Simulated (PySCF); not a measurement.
# AlCl2GeH3S: the cost of one run

Programs: PySCF 2.14.0. All values are calculated, for the isolated system unless a continuum is named. Atoms count from 0, parts from 1.

## 1. The system as given

Each species was relaxed by itself at PBE0-D3(BJ)/def2-SVPD.

## 2. Energies of the species: wB97M-D3(BJ)/def2-TZVP

Job settings and geometry (Å):

```
{"job": {"kind": "react", "xc": "wB97M-D3(BJ)", "basis": "def2-TZVP"}, "charge": 0, "multiplicity": 1}
-1 GeH4S charge 0 multiplicity 1
Ge    -0.580340    -0.005910    -0.001310
S      1.488110     0.833340    -0.164480
H     -0.816720    -0.556940     1.413080
H     -0.783870    -1.114730    -1.044890
H     -1.501900     1.186070    -0.284120
H      2.111110    -0.332400     0.118190

-1 AlCl3 charge 0 multiplicity 1
Cl    -0.658110    -0.725950    -1.836910
Al     0.025850     0.021360    -0.013870
Cl    -0.493530    -0.933980     1.766330
Cl     1.230090     1.723760     0.024150

+1 AlCl2GeH3S charge 0 multiplicity 1
Ge     0.133790     1.379040     0.705500
S      1.061120    -0.675270     0.860490
Al    -0.010720    -1.697690    -0.703790
Cl     0.426620    -3.697580    -1.145350
Cl    -1.511590    -0.725120    -1.812670
H     -1.367840     1.283450     0.995760
H      0.865830     2.179510     1.789480
H      0.402120     1.952300    -0.690450

+1 ClH charge 0 multiplicity 1
Cl     0.644700     0.004480    -0.003750
H     -0.643470    -0.002860     0.004300
```

Level: wB97M-D3(BJ)/def2-TZVP reaction energy of separated species, gas phase.

Started as:

```
> OMP_NUM_THREADS=1 python cluster_run.py task.json out
```

The driver reads the jobs from task.json and runs them one after another.

**Question.** How long does this first job take on 1 thread of Intel Xeon 6975P-C, shared host, and how much memory does it need?

About 20 s, with a peak of 0.8 GiB.
